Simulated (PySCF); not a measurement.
**CH₄O₅Si: electronic excitations and core binding energies**

What electronic excitations and core binding energies should CH₄O₅Si (`O=CO[Si](O)(O)O`) show?

Programs: PySCF 2.14.0, with density-fitted response routines of our own. Each step states its level of theory. These are calculated values for one molecule in the gas phase, unless marked as measured. Atoms are numbered from 0 throughout.

## Step 1: Starting geometry

11 atoms, charge 0, multiplicity 1; geometry from: GFN2-xTB.

Bonds of the start (Å): O0–C1 1.20, C1–O2 1.30, O2–Si3 1.70, Si3–O4 1.61, Si3–O5 1.61, Si3–O6 1.61, C1–H7 1.11, O4–H8 0.95, O5–H9 0.95, O6–H10 0.96.

## Step 2: Excited states and response: PBE0/def2-SVPD

The job: settings as JSON, then the geometry in Å.

```
{"job": {"kind": "uv", "xc": "PBE0", "basis": "def2-SVPD", "nstates": 8, "ntriplets": 3}, "charge": 0, "multiplicity": 1}
O      1.480244    -1.320524    -1.223014
C      1.793555    -0.345360    -0.601624
O      0.994386     0.431519     0.076750
Si    -0.668670     0.173148     0.284979
O     -0.876074    -0.653947     1.651326
O     -1.319285     1.637301     0.449153
O     -1.265323    -0.619201    -0.979758
H      2.835446     0.018360    -0.542635
H     -0.852768    -0.210530     2.495284
H     -1.377416     2.229143    -0.296254
H     -0.738669    -1.337239    -1.340170
```

With the program's defaults for keys left out, this is: TDDFT PBE0/def2-SVPD, vertical, gas phase, core orbitals frozen in the response.

The run is started by

```console
$ OMP_NUM_THREADS=1 python probes_run.py task.json out
```

This one command runs all jobs of the session in turn.

**Question.** This job is followed by: delta-SCF UKS SCAN, pcX-2 on the ionised atom, pcseg-1 elsewhere, spin-free X2C. What will the session give for the following? lowest singlet (PBE0/def2-SVPD); brightest single state of those computed; lowest triplet; O1s binding energies, SCAN/pcX-2; C1s binding energies, SCAN/pcX-2; Si1s binding energies, SCAN/pcX-2; Si2p binding energies, SCAN/pcX-2.

**Answer**, as computed:

```
                                quantity                               value
         lowest singlet (PBE0/def2-SVPD)         5.90 eV (210 nm), f = 0.001
brightest single state of those computed         state 5, 8.17 eV, f = 0.117
                          lowest triplet                             5.31 eV
        O1s binding energies, SCAN/pcX-2  O2 539.63, O4 539.32, O0 538.46 eV
        C1s binding energies, SCAN/pcX-2                        C1 295.35 eV
       Si1s binding energies, SCAN/pcX-2                      Si3 1849.39 eV
       Si2p binding energies, SCAN/pcX-2                       Si3 109.29 eV
```

**Reading.** The lowest singlet, at 5.90 eV, is HOMO→LUMO 0.98 and is weak; of the 8 states computed, the strongest absorption comes from states 4 to 5 together at 8.17 eV (the last state computed is bright too, and its partners may lie past the list). The lowest triplet lies 0.58 eV below the lowest singlet (triplets in Tamm-Dancoff, singlets in full TDDFT). O2 (oxygen bonded to C, Si) binds its O1s electron 1.17 eV more tightly than O0 (carbonyl oxygen).
